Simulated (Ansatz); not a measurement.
# C4H7FSi: the cost of one run

Method: functionals in def2-TZVPP, the program's frozen cores in correlated methods; program: Ansatz 0.2.0, Gaussian basis.

The runs, in order: PBE-D4, r2SCAN-D4, PBE0-D4, B3LYP-D4, ωB97X-V, ωB97M-V, B2PLYP; CCSD(T)/def2-TZVPP; MP2/def2-QZVPP; extrapolation to the limit.

**1. The relaxed structure**

The geometry comes from an earlier relaxation with PBE0-D4 in a triple-zeta def2 set; it is a stationary point, not always the lowest conformer.

SMILES `C=C1CC1(F)[SiH3]`, 13 atoms, charge 0, spin multiplicity 1.

Atoms are counted from 1 here; the program's logs count them from 0.

Bond lengths: C1–C2 1.315 Å, C1–H7 1.085 Å, C1–H8 1.085 Å, C2–C3 1.459 Å, C2–C4 1.458 Å, C3–C4 1.527 Å, C3–H9 1.086 Å, C3–H10 1.087 Å, C4–F5 1.382 Å, C4–Si6 1.877 Å, Si6–H11 1.485 Å, Si6–H12 1.485 Å, Si6–H13 1.485 Å. Angles: C2–C1–H7 121.0°, C2–C1–H8 121.4°, H7–C1–H8 117.6°, C1–C2–C3 149.7°, C1–C2–C4 147.0°, C3–C2–C4 63.1°, C2–C3–C4 58.4°, C2–C3–H9 121.2°, C2–C3–H10 116.7°, C4–C3–H9 118.6°, C4–C3–H10 115.5°, H9–C3–H10 114.8°, C2–C4–C3 58.5°, C2–C4–F5 116.8°, C2–C4–Si6 121.5°, C3–C4–F5 115.7°, C3–C4–Si6 120.6°, F5–C4–Si6 113.2° and more.

**2. PBE-D4 (GGA)**

Input file in.yaml:

```yaml
crystal:
  periodic: [false, false, false]
  atoms:
    - {symbol: C, position_ang: [-1.226453, -0.845716, -1.588550]}
    - {symbol: C, position_ang: [-0.308112, -0.702625, -0.658552]}
    - {symbol: C, position_ang: [1.036278, -0.977310, -0.163264]}
    - {symbol: C, position_ang: [0.013603, -0.217583, 0.677881]}
    - {symbol: F, position_ang: [-0.526067, -0.915622, 1.741329]}
    - {symbol: Si, position_ang: [0.234480, 1.613027, 1.029839]}
    - {symbol: H, position_ang: [-2.232666, -0.468199, -1.442560]}
    - {symbol: H, position_ang: [-1.010412, -1.354029, -2.522116]}
    - {symbol: H, position_ang: [1.898263, -0.437537, -0.545361]}
    - {symbol: H, position_ang: [1.240881, -1.995506, 0.156604]}
    - {symbol: H, position_ang: [1.072098, 1.796364, 2.242655]}
    - {symbol: H, position_ang: [0.913785, 2.208927, -0.148745]}
    - {symbol: H, position_ang: [-1.085279, 2.261007, 1.235641]}
basis:
  gaussian: {orbitals: def2-TZVPP}
hamiltonian: {xc: pbe, dispersion: d4}
output: {forces: true, orbitals: {seedname: orbitals}}
```

Run with:

```console
ansatz run in.yaml --threads 4 --pin off --events-out ev --progress --plain --max-ram 10444MiB
```

**Question.** How long does this run take on 4 threads of Arm Neoverse V2, shared host, and how much memory does it need?

About 3 s, with a peak of 0.42 GiB.
